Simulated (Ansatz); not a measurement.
# AlF2HO + H2O2: a complex and its separated parts, part 2 of 2

Ansatz 0.2.0, Gaussian basis. The steps go on from the part before.

### 13 CAM-B3LYP-D4/def2-TZVPP

The inputs:

parta/in.yaml

```yaml
crystal:
  periodic: [false, false, false]
  atoms:
    - {symbol: Al, position_ang: [-0.851484, -0.796599, -0.009931]}
    - {symbol: O, position_ang: [0.322387, -0.928255, 1.176614]}
    - {symbol: F, position_ang: [-0.788152, -1.649204, -1.407046]}
    - {symbol: F, position_ang: [-2.108860, 0.217964, 0.228478]}
    - {symbol: H, position_ang: [1.084997, -1.499872, 1.108477]}
basis:
  gaussian: {orbitals: def2-TZVPP}
hamiltonian: {xc: {name: CAM-B3LYP}, dispersion: d4}
```

partb/in.yaml

```yaml
crystal:
  periodic: [false, false, false]
  atoms:
    - {symbol: H, position_ang: [1.393140, 0.527920, 0.392132]}
    - {symbol: O, position_ang: [1.338658, 1.248508, -0.247181]}
    - {symbol: O, position_ang: [0.031637, 1.044439, -0.778677]}
    - {symbol: H, position_ang: [-0.422224, 1.835102, -0.462764]}
basis:
  gaussian: {orbitals: def2-TZVPP}
hamiltonian: {xc: {name: CAM-B3LYP}, dispersion: d4}
```

One command serves all of them, each in its own folder.

The run is started by

```sh
$ ansatz run in.yaml --threads 8 --pin off --events-out ev --progress --plain --max-ram 19148MiB
```

Output in parta, cut to the lines that bear on the results:

```text
Functional definition: CAM-B3LYP
  name "CAM-B3LYP"
  cite "Yanai, Tew & Handy, Chem. Phys. Lett. 393, 51 (2004) doi:10.1016/j.cplett.2004.06.011"
  cite "Iikura, Tsuneda, Yanai & Hirao, J. Chem. Phys. 115, 3540 (2001) doi:10.1063/1.1383587"
  cite "Becke, Phys. Rev. A 38, 3098 (1988) doi:10.1103/PhysRevA.38.3098"
  cite "Lee, Yang & Parr, Phys. Rev. B 37, 785 (1988) doi:10.1103/PhysRevB.37.785"
[...]
  # Exact exchange under (alpha + beta erf(omega r))/r, Becke's under what is left of 1/r.
[...]
810 factors; their error is unknown
177 factors; integrals over basis functions are off by at most 9.7e-6 eV
[...]
mean field -14101.95595891 eV, -518.2373228410 hartree, gradient 2.1e-5 eV, S^2 0.000000; 0 other end points of the search recorded, 0 dependent functions left out
reference -14101.95606449 eV, -518.2373267208 hartree; 20, 20 occupied and 129, 129 virtual orbitals, 810 factors
Total energy: -14102.01400902 eV, -518.2394561431 hartree
```

Log of partb, cut to the lines that bear on the results:

```text
[... 6 set-up lines as earlier in the session ...]
[...]
  # Exact exchange under (alpha + beta erf(omega r))/r, Becke's under what is left of 1/r.
[...]
420 factors; their error is unknown
102 factors; integrals over basis functions are off by at most 1.2e-5 eV
[...]
mean field -4124.46069885 eV, -151.5711350228 hartree, gradient 5.3e-5 eV, S^2 0.000000; 0 other end points of the search recorded, 0 dependent functions left out
reference -4124.46077458 eV, -151.5711378059 hartree; 9, 9 occupied and 81, 81 virtual orbitals, 420 factors
Total energy: -4124.47498464 eV, -151.5716600158 hartree
```

Wall times: 0.8 s (parta), 0.3 s (partb) on 8 threads of Intel Xeon Platinum 8259CL at 2.50GHz, shared host.

### 14 wB97X-V/def2-TZVPP

The same edit goes into each in.yaml of step 13 (parta, partb):

```diff
-hamiltonian: {xc: {name: CAM-B3LYP}, dispersion: d4}
+hamiltonian: {xc: {name: wB97X-V}}
```

One command serves all of them, each in its own folder.

The run is started by

```sh
$ ansatz run in.yaml --threads 8 --pin off --events-out ev --progress --plain --max-ram 19148MiB
```

Log of parta, cut to the lines that bear on the results:

```text
Functional definition: wB97X-V
  name "wB97X-V"
  cite "Mardirossian & Head-Gordon, Phys. Chem. Chem. Phys. 16, 9904 (2014) doi:10.1039/C3CP54374A"
[... 2 set-up lines as earlier in the session ...]
[...]
      + integral(e_c_pw_opposite_spin*poly(b97_u_opposite, cos0, cos1)) + vv10(b, c)
810 factors; their error is unknown
165 factors; integrals over basis functions are off by at most 1.1e-5 eV
[...]
mean field -14099.73179913 eV, -518.1555864766 hartree, gradient 7.1e-5 eV, S^2 0.000000; 0 other end points of the search recorded, 0 dependent functions left out
reference -14099.73179726 eV, -518.1555864079 hartree; 20, 20 occupied and 129, 129 virtual orbitals, 810 factors
Total energy: -14099.73179726 eV, -518.1555864079 hartree
```

Output in partb, cut to the lines that bear on the results:

```text
[... 5 set-up lines as earlier in the session ...]
[...]
      + integral(e_c_pw_opposite_spin*poly(b97_u_opposite, cos0, cos1)) + vv10(b, c)
420 factors; their error is unknown
96 factors; integrals over basis functions are off by at most 8.7e-6 eV
[...]
mean field -4124.27465731 eV, -151.5642981225 hartree, gradient 1.6e-5 eV, S^2 0.000000; 0 other end points of the search recorded, 0 dependent functions left out
reference -4124.27465634 eV, -151.5642980867 hartree; 9, 9 occupied and 81, 81 virtual orbitals, 420 factors
Total energy: -4124.27465634 eV, -151.5642980867 hartree
```

They took 1.7 s (parta), 0.45 s (partb) on 8 threads of Intel Xeon Platinum 8259CL at 2.50GHz, shared host.

### 15 wB97M-V/def2-TZVPP

The same edit goes into each in.yaml of step 14 (parta, partb):

```diff
-hamiltonian: {xc: {name: wB97X-V}}
+hamiltonian: {xc: {name: wB97M-V}}
```

Each run has its own folder and the same command.

The run is started by

```sh
$ ansatz run in.yaml --threads 8 --pin off --events-out ev --progress --plain --max-ram 19148MiB
```

Output in parta, cut to the lines that bear on the results:

```text
Functional definition: wB97M-V
  name "wB97M-V"
  cite "Mardirossian & Head-Gordon, J. Chem. Phys. 144, 214110 (2016) doi:10.1063/1.4952647"
[... 2 set-up lines as earlier in the session ...]
  # Of w^i u^j: cxij and so on, Table III.
[...]
  gx(w, u) = 1 - cx + cx01*u + cx10*w
[...]
      + integral(e_c_pw_mod_opposite_spin*gos(b97_w_opposite, b97_u_opposite)) + vv10(b, c)
794 factors; their error is unknown
165 factors; integrals over basis functions are off by at most 1.1e-5 eV
[...]
mean field -14101.27858072 eV, -518.2124296515 hartree, gradient 4.7e-5 eV, S^2 0.000000; 0 other end points of the search recorded, 0 dependent functions left out
reference -14101.27862670 eV, -518.2124313414 hartree; 20, 20 occupied and 129, 129 virtual orbitals, 794 factors
Total energy: -14101.27862670 eV, -518.2124313414 hartree
```

Log of partb, cut to the lines that bear on the results:

```text
[... 5 set-up lines as earlier in the session ...]
  # Of w^i u^j: cxij and so on, Table III.
[...]
  gx(w, u) = 1 - cx + cx01*u + cx10*w
[...]
      + integral(e_c_pw_mod_opposite_spin*gos(b97_w_opposite, b97_u_opposite)) + vv10(b, c)
420 factors; their error is unknown
96 factors; integrals over basis functions are off by at most 8.7e-6 eV
[...]
mean field -4124.46037280 eV, -151.5711230409 hartree, gradient 1.7e-5 eV, S^2 0.000000; 0 other end points of the search recorded, 0 dependent functions left out
reference -4124.46039666 eV, -151.5711239174 hartree; 9, 9 occupied and 81, 81 virtual orbitals, 420 factors
Total energy: -4124.46039666 eV, -151.5711239174 hartree
```

Wall times: 1.6 s (parta), 0.5 s (partb) on 8 threads of Intel Xeon Platinum 8259CL at 2.50GHz, shared host.

### 16 B2PLYP/def2-TZVPP

Each input of step 15 (parta, partb) changes in the same lines:

```diff
-hamiltonian: {xc: {name: wB97M-V}}
+hamiltonian: {xc: {name: B2PLYP}}
```

Each run has its own folder and the same command.

The run is started by

```sh
$ ansatz run in.yaml --threads 8 --pin off --events-out ev --progress --plain --max-ram 19148MiB
```

Log of parta, cut to the lines that bear on the results:

```text
Functional definition: B2PLYP
  name "B2PLYP"
  cite "Grimme, J. Chem. Phys. 124, 034108 (2006) doi:10.1063/1.2148954"
[... 2 set-up lines as earlier in the session ...]
[...]
951 factors; integrals over basis functions are off by at most 9.9e-4 eV
[...]
mean field -14089.30041841 eV, -517.7722403058 hartree, gradient 3.6e-6 eV, S^2 0.000000; 0 other end points of the search recorded, 0 dependent functions left out
8 core orbitals not correlated: weight in the atoms' cores, before any rotation towards them, 1.000 or more for the frozen orbitals, at most 0.000 for the correlated occupied ones
reference -14089.30055105 eV, -517.7722451800 hartree; 12, 12 occupied and 129, 129 virtual orbitals, 951 factors
second order -26.39030100 eV of doubles, -0.00000000 eV of singles
Total energy: -14096.42593232 eV, -518.0340981120 hartree
```

partb printed, cut to the lines that bear on the results:

```text
[... 5 set-up lines as earlier in the session ...]
[...]
570 factors; integrals over basis functions are off by at most 8.0e-4 eV
[...]
mean field -4118.73011494 eV, -151.3605399483 hartree, gradient 3.5e-6 eV, S^2 0.000000; 0 other end points of the search recorded, 0 dependent functions left out
2 core orbitals not correlated: weight in the atoms' cores, before any rotation towards them, 1.000 or more for the frozen orbitals, at most 0.000 for the correlated occupied ones
reference -4118.73021148 eV, -151.3605434962 hartree; 7, 7 occupied and 81, 81 virtual orbitals, 570 factors
second order -16.12122424 eV of doubles, -0.00000000 eV of singles
Total energy: -4123.08294202 eV, -151.5205033933 hartree
```

Times: 1.1 s (parta), 0.35 s (partb) on 8 threads of Intel Xeon Platinum 8259CL at 2.50GHz, shared host.

### 17 PBE-QIDH/def2-TZVPP

Each input of step 16 (parta, partb) changes in the same lines:

```diff
-hamiltonian: {xc: {name: B2PLYP}}
+hamiltonian: {xc: {name: PBE-QIDH}}
```

The same command starts each run, in its folder.

The run is started by

```sh
$ ansatz run in.yaml --threads 8 --pin off --events-out ev --progress --plain --max-ram 19148MiB
```

Log of parta, cut to the lines that bear on the results:

```text
Functional definition: PBE-QIDH
  name "PBE-QIDH"
  cite "Brémond, Sancho-García, Pérez-Jiménez & Adamo, J. Chem. Phys. 141, 031101 (2014) doi:10.1063/1.4890314"
[... 1 set-up line as earlier in the session ...]
[...]
951 factors; integrals over basis functions are off by at most 9.9e-4 eV
[...]
mean field -14081.61077152 eV, -517.4896509949 hartree, gradient 3.3e-6 eV, S^2 0.000000; 0 other end points of the search recorded, 0 dependent functions left out
8 core orbitals not correlated: weight in the atoms' cores, before any rotation towards them, 1.000 or more for the frozen orbitals, at most 0.000 for the correlated occupied ones
reference -14081.61078237 eV, -517.4896513936 hartree; 12, 12 occupied and 129, 129 virtual orbitals, 951 factors
second order -24.60402792 eV of doubles, -0.00000000 eV of singles
Total energy: -14089.81212501 eV, -517.7910451765 hartree
```

Log of partb, cut to the lines that bear on the results:

```text
[... 4 set-up lines as earlier in the session ...]
[...]
570 factors; integrals over basis functions are off by at most 8.0e-4 eV
[...]
mean field -4115.71268999 eV, -151.2496516268 hartree, gradient 8.3e-6 eV, S^2 0.000000; 0 other end points of the search recorded, 0 dependent functions left out
2 core orbitals not correlated: weight in the atoms' cores, before any rotation towards them, 1.000 or more for the frozen orbitals, at most 0.000 for the correlated occupied ones
reference -4115.71269613 eV, -151.2496518526 hartree; 7, 7 occupied and 81, 81 virtual orbitals, 570 factors
second order -14.96692782 eV of doubles, -0.00000000 eV of singles
Total energy: -4120.70167207 eV, -151.4329933367 hartree
```

Times: 1.3 s (parta), 0.35 s (partb) on 8 threads of Intel Xeon Platinum 8259CL at 2.50GHz, shared host.

### 18 RPA on PBE/def2-TZVPP

The same edit goes into each in.yaml of step 17 (parta, partb):

```diff
-hamiltonian: {xc: {name: PBE-QIDH}}
+hamiltonian: {xc: pbe}
+correlation: {method: rpa}
```

Each run has its own folder and the same command.

The run is started by

```sh
$ ansatz run in.yaml --threads 8 --pin off --events-out ev --progress --plain --max-ram 19148MiB
```

Log of parta, cut to the lines that bear on the results:

```text
[... 4 set-up lines as earlier in the session ...]
[...]
951 factors; integrals over basis functions are off by at most 9.9e-4 eV
[...]
mean field -14092.33516130 eV, -517.8837650500 hartree, gradient 5.7e-6 eV, S^2 0.000000; 0 other end points of the search recorded, 0 dependent functions left out
8 core orbitals not correlated: weight in the atoms' cores, before any rotation towards them, 1.000 or more for the frozen orbitals, at most 0.000 for the correlated occupied ones
reference -14056.04608674 eV, -516.5501661573 hartree; 12, 12 occupied and 129, 129 virtual orbitals, 951 factors
Total energy: -14089.12926481 eV, -517.7659505270 hartree
```

partb printed, cut to the lines that bear on the results:

```text
[... 4 set-up lines as earlier in the session ...]
[...]
570 factors; integrals over basis functions are off by at most 8.0e-4 eV
[...]
mean field -4121.61228567 eV, -151.4664577691 hartree, gradient 5.7e-6 eV, S^2 0.000000; 0 other end points of the search recorded, 0 dependent functions left out
2 core orbitals not correlated: weight in the atoms' cores, before any rotation towards them, 1.000 or more for the frozen orbitals, at most 0.000 for the correlated occupied ones
reference -4104.13897366 eV, -150.8243253966 hartree; 7, 7 occupied and 81, 81 virtual orbitals, 570 factors
Total energy: -4124.62332436 eV, -151.5771114003 hartree
```

Times: 1 s (parta), 0.35 s (partb) on 8 threads of Intel Xeon Platinum 8259CL at 2.50GHz, shared host.

### 19 CCSD(T)/def2-TZVPP

The same edit goes into each in.yaml of step 18 (parta, partb):

```diff
-hamiltonian: {xc: pbe}
-correlation: {method: rpa}
+correlation: {method: ccsd_t}
```

The same command starts each run, in its folder.

The run is started by

```sh
$ ansatz run in.yaml --threads 8 --pin off --events-out ev --progress --plain --max-ram 19148MiB
```

Output in parta, cut to the lines that bear on the results:

```text
Functional definition: HF
  name "HF"
  cite "Fock, Z. Phys. 61, 126 (1930) doi:10.1007/BF01340294"
[... 1 set-up line as earlier in the session ...]
[...]
951 factors; integrals over basis functions are off by at most 9.9e-4 eV
[...]
mean field -14057.36607682 eV, -516.5986748980 hartree, gradient 3.5e-6 eV, S^2 0.000000; 0 other end points of the search recorded, 0 dependent functions left out
8 core orbitals not correlated: weight in the atoms' cores, before any rotation towards them, 1.000 or more for the frozen orbitals, at most 0.000 for the correlated occupied ones
reference -14057.36607682 eV, -516.5986748980 hartree; 12, 12 occupied and 129, 129 virtual orbitals, 951 factors
second order -22.22242395 eV of doubles, -0.00000000 eV of singles
cycle   1  -21.75734402 eV  change    4.7e-1 eV  update   9.5e-2
[...]
cycle   9  -22.25108198 eV  change   -3.6e-6 eV  update   1.4e-5
perturbative correction -0.64904803 eV, -0.0238520753 hartree
Total energy: -14080.26620682 eV, -517.4402391536 hartree
```

Output in partb, cut to the lines that bear on the results:

```text
[... 4 set-up lines as earlier in the session ...]
[...]
570 factors; integrals over basis functions are off by at most 8.0e-4 eV
[...]
mean field -4104.72212109 eV, -150.8457556696 hartree, gradient 3.1e-6 eV, S^2 0.000000; 0 other end points of the search recorded, 0 dependent functions left out
2 core orbitals not correlated: weight in the atoms' cores, before any rotation towards them, 1.000 or more for the frozen orbitals, at most 0.000 for the correlated occupied ones
reference -4104.72212109 eV, -150.8457556696 hartree; 7, 7 occupied and 81, 81 virtual orbitals, 570 factors
second order -13.41349307 eV of doubles, -0.00000000 eV of singles
cycle   1  -13.25107058 eV  change    1.6e-1 eV  update   6.7e-2
[...]
cycle  10  -13.63668598 eV  change    6.4e-6 eV  update   1.2e-5
perturbative correction -0.48683504 eV, -0.0178908576 hartree
Total energy: -4118.84564212 eV, -151.3647854939 hartree
```

Wall times: 4.3 s (parta), 0.5 s (partb) on 8 threads of Intel Xeon Platinum 8259CL at 2.50GHz, shared host; peak memory 1 GiB.

### 20 Vibrations of AlF2HO

Contents of vib-parta/in.yaml:

```yaml
crystal:
  periodic: [false, false, false]
  atoms:
    - {symbol: Al, position_ang: [-0.851484, -0.796599, -0.009931]}
    - {symbol: O, position_ang: [0.322387, -0.928255, 1.176614]}
    - {symbol: F, position_ang: [-0.788152, -1.649204, -1.407046]}
    - {symbol: F, position_ang: [-2.108860, 0.217964, 0.228478]}
    - {symbol: H, position_ang: [1.084997, -1.499872, 1.108477]}
basis:
  gaussian: {orbitals: def2-TZVP}
hamiltonian: {xc: pbe0, dispersion: d4}
phonons: {temperatures: {t_min: 298.15, t_max: 900, t_step: 200}}
```

The run is started by

```sh
$ ansatz run in.yaml --threads 8 --pin off --events-out ev --progress --plain --max-ram 19148MiB
```

Log, cut to the lines that bear on the results:

```text
[... 5 set-up lines as earlier in the session ...]
[...]
786 factors; their error is unknown
[...]
mean field -14092.83457206 eV, -517.9021180569 hartree, gradient 2.9e-5 eV, S^2 0.000000; 0 other end points of the search recorded, 0 dependent functions left out
[...]
Atom 2 at    -0.788152    -1.649204    -1.407046 Å, force     0.002622    -0.000373     0.002715 eV/Å
Atom 3 at    -2.108860     0.217964     0.228478 Å, force    -0.000349     0.000577     0.000553 eV/Å
Atom 4 at     1.084997    -1.499872     1.108477 Å, force    -0.002528     0.000905    -0.001874 eV/Å
Dipole moment:     0.353781    -0.209914     0.063850 e Å
Vibrations: 230.66 248.00 293.99 353.05 625.21 703.61 940.99 972.84 3967.65 cm⁻¹, zero-point energy 0.516766 eV
```

It took 15 s on 8 threads of Intel Xeon Platinum 8259CL at 2.50GHz, shared host.

The modes, with what each moves most:

```
mode  wavenumber (cm⁻¹)                       character
   1                231                            bend
   2                248                            bend
   3                294  out-of-plane bend with torsion
   4                353                         torsion
   5                625                            bend
   6                704                    Al–F stretch
   7                941                    Al–F stretch
   8                973           Al–O and Al–F stretch
   9               3968                     O–H stretch
```

Vibrational sums (real modes only):

```csv
T (K),entropy (J/mol/K),heat capacity (J/mol/K)
298,29.9,39.6
498,53.9,52.9
698,72.8,58.9
898,88.1,62.1
```

### 21 Vibrations of H2O2

Contents of vib-partb/in.yaml:

```yaml
crystal:
  periodic: [false, false, false]
  atoms:
    - {symbol: H, position_ang: [1.393140, 0.527920, 0.392132]}
    - {symbol: O, position_ang: [1.338658, 1.248508, -0.247181]}
    - {symbol: O, position_ang: [0.031637, 1.044439, -0.778677]}
    - {symbol: H, position_ang: [-0.422224, 1.835102, -0.462764]}
basis:
  gaussian: {orbitals: def2-TZVP}
hamiltonian: {xc: pbe0, dispersion: d4}
phonons: {temperatures: {t_min: 298.15, t_max: 900, t_step: 200}}
```

The run is started by

```sh
$ ansatz run in.yaml --threads 8 --pin off --events-out ev --progress --plain --max-ram 19148MiB
```

Log, cut to the lines that bear on the results:

```text
[... 5 set-up lines as earlier in the session ...]
[...]
390 factors; their error is unknown
[...]
mean field -4121.29568029 eV, -151.4548227361 hartree, gradient 2.1e-5 eV, S^2 0.000000; 0 other end points of the search recorded, 0 dependent functions left out
[...]
Atom 1 at     1.338658     1.248508    -0.247181 Å, force     0.000165     0.000650    -0.000214 eV/Å
Atom 2 at     0.031637     1.044439    -0.778677 Å, force     0.000001    -0.000679    -0.000185 eV/Å
Atom 3 at    -0.422224     1.835102    -0.462764 Å, force     0.000140     0.000325     0.000270 eV/Å
Dipole moment:    -0.149143     0.026168     0.356717 e Å
Vibrations: 394.00 1007.56 1346.43 1464.25 3806.68 3806.76 cm⁻¹, zero-point energy 0.733099 eV
```

Wall time 1.9 s (8 threads of Intel Xeon Platinum 8259CL at 2.50GHz, shared host).

The modes, with what each moves most:

```csv
mode,wavenumber (cm⁻¹),character
1,394,torsion
2,1008,O–O stretch
3,1346,bend
4,1464,bend
5,3807,O–H stretch
6,3807,O–H stretch
```

Vibrational sums (real modes only):

```
T (K)  entropy (J/mol/K)  heat capacity (J/mol/K)
  298                4.7                      8.6
  498               11.0                     16.7
  698               17.7                     22.8
  898               24.0                     27.2
```

### 22 Complex less separated parts

The complex's own energies come from single points at the same levels.

Rows are in def2-TZVPP; times add the 3 runs of a level on a shared host, so small differences are noise.

Differences are taken before rounding.

| method | rung | complex less parts (kJ/mol) | from CCSD(T) (kJ/mol) | time |
| --- | --- | --- | --- | --- |
| SPW92 | LDA | -159.1 | -38.5 | 1.4 s |
| PBE-D4 | GGA | -119.1 | +1.5 | 2 s |
| BLYP-D4 | GGA | -111.5 | +9.0 | 2 s |
| r2SCAN-D4 | meta-GGA | -129.5 | -9.0 | 3.4 s |
| B97M-V | meta-GGA | -123.2 | -2.7 | 5.4 s |
| PBE0-D4 | hybrid | -123.9 | -3.3 | 2.8 s |
| B3LYP-D4 | hybrid | -118.6 | +2.0 | 3 s |
| r2SCAN0-D4 | hybrid | -131.6 | -11.1 | 4.4 s |
| BHLYP-D4 | hybrid | -126.8 | -6.2 | 3 s |
| CAM-B3LYP-D4 | range-separated hybrid | -127.2 | -6.6 | 3.6 s |
| wB97X-V | range-separated hybrid | -123.3 | -2.7 | 6.8 s |
| wB97M-V | range-separated hybrid | -124.7 | -4.1 | 6.6 s |
| B2PLYP | double hybrid | -113.9 | +6.6 | 5.3 s |
| PBE-QIDH | double hybrid | -123.8 | -3.3 | 5.4 s |
| RPA on PBE | RPA | -113.3 | +7.3 | 4.4 s |
| Hartree-Fock | wavefunction | -102.5 | +18.0 |  |
| MP2 | wavefunction | -118.0 | +2.6 |  |
| CCSD | wavefunction | -117.0 | +3.6 |  |
| CCSD(T) | wavefunction | -120.6 | 0 | 77 s |

Among the levels timed on like hardware and quicker than the yardstick, those that no quicker one beats, quickest first: SPW92 (1.4 s, -38.5 kJ/mol); PBE-D4 (2 s, +1.5 kJ/mol).

For cost: PBE-D4 gets within 1.5 kJ/mol in 2 s, where CCSD(T) took 77 s; the quickest level in the cost chart, SPW92, takes 1.4 s and misses by 38.5 kJ/mol.

The complex's zero-point energy, from a separate PBE0-D4 run, is 1.353 eV.

### 23 What came out

What follows sums up all 2 parts.

| quantity | value |
| --- | --- |
| complex less parts, CCSD(T)/def2-TZVPP | -120.6 kJ/mol |
| with zero-point energy | -110.6 kJ/mol |
| largest T1 diagnostic | 0.013 |

At CCSD(T) the complex lies 120.6 kJ/mol below its parts. The functionals run from PBE-D4, off by +1.5 kJ/mol, to SPW92, off by -38.5 kJ/mol, against CCSD(T). By rung, the mean size of the error is: LDA 38.5, GGA 5.2, meta-GGA 5.8, hybrid 5.6, range-separated hybrid 4.5, double hybrid 4.9 kJ/mol. The double hybrids carry no dispersion term here, unlike the levels marked D4 or V. PBE-D4 gives a relative energy 1.5 kJ/mol too high, inside chemical accuracy (1 kcal/mol, 4.2 kJ/mol). No counterpoise was applied, and triple zeta lacks some correlation, so the CCSD(T) reference has a basis error of its own, and close matches with it are partly luck.
